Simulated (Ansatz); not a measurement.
**C: energy and stress against strain**

The task, for C: strain the cell along the Voigt pattern (1, 1, 0, 0, 0, 0).

Computed with Ansatz 0.2.0 (DFT r2SCAN, scalar-relativistic, plane waves, PAW, unless a step's input says otherwise).

### Step 1. The structure to begin with

It takes space group Fmmm (No. 69, orthorhombic). The conventional cell has a = 2.456 Å, b = 4.254 Å, c = 6.696 Å, α = 90.00°, β = 90.00°, γ = 90.00°. Around C (site symmetry m2m) lie 3 C at 1.42 Å.

Coordinates:

```cif
data_structure
_symmetry_space_group_name_H-M 'Fmmm'
_symmetry_Int_Tables_number 69
_cell_length_a 2.4560
_cell_length_b 4.2540
_cell_length_c 6.6960
_cell_angle_alpha 90.000
_cell_angle_beta 90.000
_cell_angle_gamma 90.000
_cell_volume 69.96
loop_
_atom_site_label
_atom_site_type_symbol
_atom_site_symmetry_multiplicity
_atom_site_Wyckoff_symbol
_atom_site_fract_x
_atom_site_fract_y
_atom_site_fract_z
_atom_site_occupancy
C1 C 8 h 0.50000 0.66667 0.00000 1
```

No relaxation comes first: the listed cell is the starting point.

### Step 2. Zero of energy

The reference gives a free energy of -503.3294 eV, pressure 0.44 GPa, largest force 0.029 eV/Å and gap on the mesh 0.38 eV. It was computed beforehand with the settings of the runs below.

### Step 3. Next: energy and stress against strain

The cell is strained by ε times the Voigt pattern (1, 1, 0, 0, 0, 0) (xx, yy, zz, yz, xz, xy; engineering shear), with fractional coordinates fixed (clamped ions). The stress on the pattern is the sum of the stress components weighted by it, tension positive.

### Step 4. Point ε = -0.1500

input.yaml reads:

```yaml
crystal:
  lattice:
    - [0.0, 1.80795, 3.348]
    - [1.0438, 0.0, 3.348]
    - [1.0438, 1.80795, 0.0]
  atoms:
    - { symbol: C, position: [0.16667, 0.83333, 0.16667] }
    - { symbol: C, position: [0.83333, 0.16667, 0.83333] }
basis:
  ecutwfc: 500
kpoints:
  mp_grid: { grid: [14, 14, 14] }
hamiltonian:
  xc: r2scan
scf:
  occupations: { method: gaussian, width: 0.05 }
output:
  forces: true
  stress: true
  eigenvalues: true
```

Run with:

```sh
ansatz run input.yaml --threads 1 --pin off --max-ram 2560MiB --backend cpu --events-out ev --progress --plain --runs-dir out
```

### Step 5. Point ε = 0.1125

input.yaml, as its differences from that of step 4:

```diff
@@ -2,5 +2,5 @@
   lattice:
-    - [0.0, 1.80795, 3.348]
-    - [1.0438, 0.0, 3.348]
-    - [1.0438, 1.80795, 0.0]
+    - [0.0, 2.3662875, 3.348]
+    - [1.36615, 0.0, 3.348]
+    - [1.36615, 2.3662875, 0.0]
   atoms:
```

### Step 6. Point ε = -0.0750

input.yaml, as its differences from that of step 5:

```diff
@@ -2,5 +2,5 @@
   lattice:
-    - [0.0, 2.3662875, 3.348]
-    - [1.36615, 0.0, 3.348]
-    - [1.36615, 2.3662875, 0.0]
+    - [0.0, 1.967475, 3.348]
+    - [1.1359, 0.0, 3.348]
+    - [1.1359, 1.967475, 0.0]
   atoms:
```

### Step 7. Point ε = 0.0375

input.yaml, as its differences from that of step 6:

```diff
@@ -2,5 +2,5 @@
   lattice:
-    - [0.0, 1.967475, 3.348]
-    - [1.1359, 0.0, 3.348]
-    - [1.1359, 1.967475, 0.0]
+    - [0.0, 2.2067625, 3.348]
+    - [1.27405, 0.0, 3.348]
+    - [1.27405, 2.2067625, 0.0]
   atoms:
```

### Step 8. Point ε = 0.1500

input.yaml, as its differences from that of step 7:

```diff
@@ -2,5 +2,5 @@
   lattice:
-    - [0.0, 2.2067625, 3.348]
-    - [1.27405, 0.0, 3.348]
-    - [1.27405, 2.2067625, 0.0]
+    - [0.0, 2.44605, 3.348]
+    - [1.4122, 0.0, 3.348]
+    - [1.4122, 2.44605, 0.0]
   atoms:
@@ -20 +20,5 @@
   eigenvalues: true
+  write_density: true
+  write_potential: true
+  elf: true
+  volumetric_format: npy
```

### Step 9. At ε = -0.1125

input.yaml, as its differences from that of step 8:

```diff
@@ -2,5 +2,5 @@
   lattice:
-    - [0.0, 2.44605, 3.348]
-    - [1.4122, 0.0, 3.348]
-    - [1.4122, 2.44605, 0.0]
+    - [0.0, 1.8877125, 3.348]
+    - [1.08985, 0.0, 3.348]
+    - [1.08985, 1.8877125, 0.0]
   atoms:
@@ -20,5 +20 @@
   eigenvalues: true
-  write_density: true
-  write_potential: true
-  elf: true
-  volumetric_format: npy
```

### Step 10. Point ε = 0.0750

input.yaml, as its differences from that of step 9:

```diff
@@ -2,5 +2,5 @@
   lattice:
-    - [0.0, 1.8877125, 3.348]
-    - [1.08985, 0.0, 3.348]
-    - [1.08985, 1.8877125, 0.0]
+    - [0.0, 2.286525, 3.348]
+    - [1.3201, 0.0, 3.348]
+    - [1.3201, 2.286525, 0.0]
   atoms:
```

### Step 11. Point ε = -0.0375

input.yaml, as its differences from that of step 10:

```diff
@@ -2,5 +2,5 @@
   lattice:
-    - [0.0, 2.286525, 3.348]
-    - [1.3201, 0.0, 3.348]
-    - [1.3201, 2.286525, 0.0]
+    - [0.0, 2.0472375, 3.348]
+    - [1.18195, 0.0, 3.348]
+    - [1.18195, 2.0472375, 0.0]
   atoms:
@@ -20 +20,5 @@
   eigenvalues: true
+  write_density: true
+  write_potential: true
+  elf: true
+  volumetric_format: npy
```

### Step 12. At ε = 0.1312

input.yaml, as its differences from that of step 11:

```diff
@@ -2,5 +2,5 @@
   lattice:
-    - [0.0, 2.0472375, 3.348]
-    - [1.18195, 0.0, 3.348]
-    - [1.18195, 2.0472375, 0.0]
+    - [0.0, 2.4060624, 3.348]
+    - [1.3891136, 0.0, 3.348]
+    - [1.3891136, 2.4060624, 0.0]
   atoms:
@@ -20,5 +20 @@
   eigenvalues: true
-  write_density: true
-  write_potential: true
-  elf: true
-  volumetric_format: npy
```

(Steps that only read results are left out.)

Q: Predict the outcome of this session. Wanted: slope of the stress at ε = 0, over ±0.0375.

As calculated:

| quantity | value |
| --- | --- |
| slope of the stress at ε = 0, over ±0.0375 | 2623 GPa |

From the stress slope, C11 + C22 + 2 C12 is about 2623 GPa with the ions clamped; letting the atoms relax could not make it stiffer. The step is wide, so higher orders mix in. No sampled point lies below the undisturbed cell. Compression costs more than tension: 2356.3 against 1098.9 meV/atom at the ends. The gap on the mesh, 0.38 eV at the start, reads zero at ε = 0.1125.
